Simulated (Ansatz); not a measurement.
**AsFH6Si2: vertical spin-state energies in Python**

Which spin state of AsFH6Si2 lies lowest at this geometry? Wanted for AsFH6Si2: vertical spin-state energies.

Program: Ansatz 0.2.0 through its Python package. Level of theory: MP2/6-31G*. These are calculated values, not measurements.

### 1 Starting point

Bond lengths: F1–Si2 1.686 Å, Si2–As3 2.321 Å, As3–Si4 2.321 Å, Si2–H5 1.470 Å, Si2–H6 1.471 Å, As3–H7 1.564 Å, Si4–H8 1.470 Å, Si4–H9 1.470 Å, Si4–H10 1.471 Å. Angles (14 of 15 angles, heavy atoms first): F1–Si2–As3 109.4°, Si2–As3–Si4 92.1°, F1–Si2–H5 109.5°, F1–Si2–H6 109.4°, As3–Si2–H5 109.4°, As3–Si2–H6 109.6°, Si2–As3–H7 92.5°, Si4–As3–H7 92.5°, As3–Si4–H8 109.4°, As3–Si4–H9 109.4°, As3–Si4–H10 109.6°, H5–Si2–H6 109.5°, H8–Si4–H9 109.6°, H8–Si4–H10 109.4°.

The script holds or builds the structure itself.

### 2 The script

Contents of spin.py:

```python
import ansatz as az


def main() -> None:
    geometry_ang = [
        ('F', (3.1536, -0.3948, 0.3617)),
        ('Si', (1.6456, 0.0434, -0.2522)),
        ('As', (0.0965, 0.1031, 1.475)),
        ('Si', (-1.6785, 0.2886, -0.0086)),
        ('H', (1.7351, 1.3732, -0.873)),
        ('H', (1.2235, -0.9409, -1.2599)),
        ('H', (-0.015, -1.4558, 1.5214)),
        ('H', (-2.9433, 0.0975, 0.7165)),
        ('H', (-1.6608, 1.6231, -0.6257)),
        ('H', (-1.5566, -0.7375, -1.055)),
    ]
    geometry = az.Crystal.molecule()
    for symbol, xyz in geometry_ang:
        geometry = geometry.atom(symbol, xyz)

    model = geometry.calculation()
    model = model.basis(gaussian='6-31G*').correlation('MP2')
    found = {}
    for unpaired in [0, 2]:
        rep = model.spin('collinear', total=unpaired).run(threads=1, pin='off').report
        s = unpaired / 2
        found[unpaired] = rep['free_energy_ev']
        print(f'2S+1 = {unpaired + 1}: E = {found[unpaired]:.5f} eV, <S^2> = {abs(rep["mean_field"]["state"]["spin_squared"]):.3f} (pure state {s * (s + 1):.2f})')
    lowest = min(found, key=found.get)
    for unpaired, e in found.items():
        print(f'multiplicity {unpaired + 1}: {(e - found[lowest]):.3f} eV above the lowest')


if __name__ == '__main__':
    main()
```

### 3 Launch

Started as:

```console
$ python spin.py
```

**Question.** Which spin state is lowest at this geometry, and how far above lie the others?

**Answer**, as computed:

```
        quantity             value
   runs compared                 2
          lowest  run 1 (2S+1 = 1)
next above it by          5.889 eV
```

What this shows: In order: multiplicity 1 (+0.00 eV) and multiplicity 3 (+5.89 eV), all at the one geometry. The geometry is a force-field or estimated start, not a minimum of this method, and the basis set is short of its limit. All parts are taken at fixed geometry, without zero-point energy. S² is that of the Hartree-Fock reference.
